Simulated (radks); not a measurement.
# Valence configurations of Al

Aim: which of several valence configurations of Al lies lowest at this level, and whether it is the one NIST lists ([Ne] 3s2 3p1).

Method: non-relativistic Kohn-Sham, LDA (Slater exchange, Perdew-Wang correlation), spin-polarised, spherical densities, point nucleus; open shells are filled with parallel spins first. Code: radks (a radial shooting solver on a logarithmic mesh, Libxc functionals) version 1.

## (1) Starting point

- element: aluminium (Z = 13)
- charge: 0
- electrons: 13
- configuration: [Ne] 3s2 3p1
- others tried: 3s1.5 3p1.5; 3p3; 3s1 3p2; 3s0.5 3p2.5

Outer shells as boxes (Hund's rule):

Al
```
[Ne] core
3s [↑↓]
3p [↑ ][  ][  ]
```

In the logs a row gives level, spin channel, occupation and eigenvalue; Etot, Ekin, Encl (electron-nucleus), Eh (Hartree) and Exc are energies, all in hartree; err is the last residual, it the number of iterations.

## (2) [Ne] 3s2 3p1

Settings of this run:

```text
Z 13
configuration [Ne] 3s2 3p1
relativity non-relativistic
functional lda,pw
spin polarised
nucleus point
```

Run with:

```sh
python run_ks.py task.json out
```

All runs below come from this command, one after another.

What it wrote:

```text
1s      1   1.0000         -55.15380637
2s      1   1.0000          -3.93291178
2p      1   3.0000          -2.56243741
3s      1   1.0000          -0.29605462
3p      1   1.0000          -0.11101852
1s      2   1.0000         -55.15180252
2s      2   1.0000          -3.93042880
2p      2   3.0000          -2.55926056
3s      2   1.0000          -0.27226336
3p      2   0.0000          -0.08924134
Etot -241.31661037524788
Ekin 240.6689182351403
Encl -577.2412161712823
Eh 112.70315587461283
Exc -17.447468313718662
err 7.98182341792857e-10
it 14
```

3p up is the highest filled level (-3.021 eV).

From the orbitals of this run (lengths in bohr):

```
  level  occupation  energy (eV)     <r>  outermost maximum (interpolated)  90 % within  nodes
  2s up           1      -107.02  0.6311                             0.500        1.000      1
2s down           1      -106.95  0.6309                             0.500        0.999      1
  2p up           3      -69.727  0.6053                             0.428         1.03      0
2p down           3      -69.641  0.6049                             0.428         1.02      0
  3s up           1       -8.056   2.537                              2.07         3.90      2
3s down           1       -7.409   2.544                              2.06         3.92      2
  3p up           1       -3.021   3.391                              2.63         5.39      1
3p down           0       -2.428   3.508                              2.65         5.65      1
```

The radial density on a logarithmic grid:

```
r (bohr)  4πr²ρ (e/bohr)
 0.00440          0.3024
 0.00646          0.6178
 0.00949           1.231
  0.0139           2.365
  0.0204           4.306
  0.0303           7.320
  0.0444           10.97
  0.0652           13.95
  0.0957           14.16
   0.141           11.16
   0.206           8.604
   0.303           10.30
   0.445           12.64
   0.653           9.639
   0.959           3.924
    1.41           1.340
    2.08           1.222
    3.06          0.8517
    4.49          0.2749
    6.59         0.03944
    9.68        0.002154
```

## (3) [Ne] 3s1.5 3p1.5

Settings of this run:

```text
Z 13
configuration [Ne] 3s1.5 3p1.5
relativity non-relativistic
functional lda,pw
spin polarised
nucleus point
```

What it wrote:

```text
1s      1   1.0000         -55.18110140
2s      1   1.0000          -3.96071181
2p      1   3.0000          -2.59024250
3s      1   1.0000          -0.32014409
3p      1   1.5000          -0.12916120
1s      2   1.0000         -55.17563909
2s      2   1.0000          -3.95374755
2p      2   3.0000          -2.58190484
3s      2   0.5000          -0.26361780
3p      2   0.0000          -0.08228435
Etot -241.24245078919213
Ekin 240.60211316710763
Encl -576.8080220420775
Eh 112.41177329340984
Exc -17.448315207632138
err 2.395570047241602e-09
it 13
```

Energy against step 2 ([Ne] 3s2 3p1): +2.018 eV. The top filled level is 3p up, -3.515 eV.

## (4) [Ne] 3p3

Settings of this run:

```text
Z 13
configuration [Ne] 3p3
relativity non-relativistic
functional lda,pw
spin polarised
nucleus point
```

What it wrote:

```text
1s      1   1.0000         -55.26178730
2s      1   1.0000          -4.04141395
2p      1   3.0000          -2.67059136
3p      1   3.0000          -0.16398204
1s      2   1.0000         -55.25426436
2s      2   1.0000          -4.03168144
2p      2   3.0000          -2.65811079
3p      2   0.0000          -0.07129562
Etot -240.98557772432406
Ekin 240.36057917394305
Encl -575.4374260655768
Eh 111.51943329139624
Exc -17.42816412408656
err 1.5680073999355747e-09
it 13
```

Energy against step 2 ([Ne] 3s2 3p1): +9.008 eV. The top filled level is 3p up, -4.462 eV.

## (5) [Ne] 3s1 3p2

Settings of this run:

```text
Z 13
configuration [Ne] 3s1 3p2
relativity non-relativistic
functional lda,pw
spin polarised
nucleus point
```

What it wrote:

```text
1s      1   1.0000         -55.20173799
2s      1   1.0000          -3.98274414
2p      1   3.0000          -2.61221342
3s      1   1.0000          -0.33984377
3p      1   2.0000          -0.14414711
1s      2   1.0000         -55.19273780
2s      2   1.0000          -3.97104425
2p      2   3.0000          -2.59835026
3s      2   0.0000          -0.23098686
3p      2   0.0000          -0.05477629
Etot -241.1838602322581
Ekin 240.55682712726502
Encl -576.4592502879731
Eh 112.19085249902645
Exc -17.472289570576507
err 2.1174115529138063e-09
it 13
```

Energy against step 2 ([Ne] 3s2 3p1): +3.612 eV. 3p up is the highest filled level (-3.922 eV).

## (6) [Ne] 3s0.5 3p2.5

Settings of this run:

```text
Z 13
configuration [Ne] 3s0.5 3p2.5
relativity non-relativistic
functional lda,pw
spin polarised
nucleus point
```

What it wrote:

```text
1s      1   1.0000         -55.23229656
2s      1   1.0000          -4.01257943
2p      1   3.0000          -2.64190685
3s      1   0.5000          -0.35268210
3p      1   2.5000          -0.15436560
1s      2   1.0000         -55.22402865
2s      2   1.0000          -4.00184973
2p      2   3.0000          -2.62872931
3s      2   0.0000          -0.24534686
3p      2   0.0000          -0.06311327
Etot -241.08534825467737
Ekin 240.45935616692202
Encl -575.9436200364527
Eh 111.84819163629035
Exc -17.449276021437065
err 1.6894343755533987e-09
it 13
```

E − E(step 2, [Ne] 3s2 3p1) = +6.293 eV. The top filled level is 3p up, -4.201 eV.

## (7) All runs together

```
    valence  E − E(NIST configuration) (eV)  moment (μB)  highest level  its energy (eV)  1s shift (eV)
    3s2 3p1                           0.000            1          3p up           -3.021          +0.00
3s1.5 3p1.5                           2.018            2          3p up           -3.515          -0.74
    3s1 3p2                           3.612            3          3p up           -3.922          -1.30
3s0.5 3p2.5                           6.293            3          3p up           -4.201          -2.14
        3p3                           9.008            3          3p up           -4.462          -2.94
```

What this shows: The NIST configuration is the lowest of those tried, 2.018 eV under 3s1.5 3p1.5. The energies are those of spherical high-spin densities, not of single terms. The 1s eigenvalue shifts by up to 2.94 eV as the valence charge is rearranged.
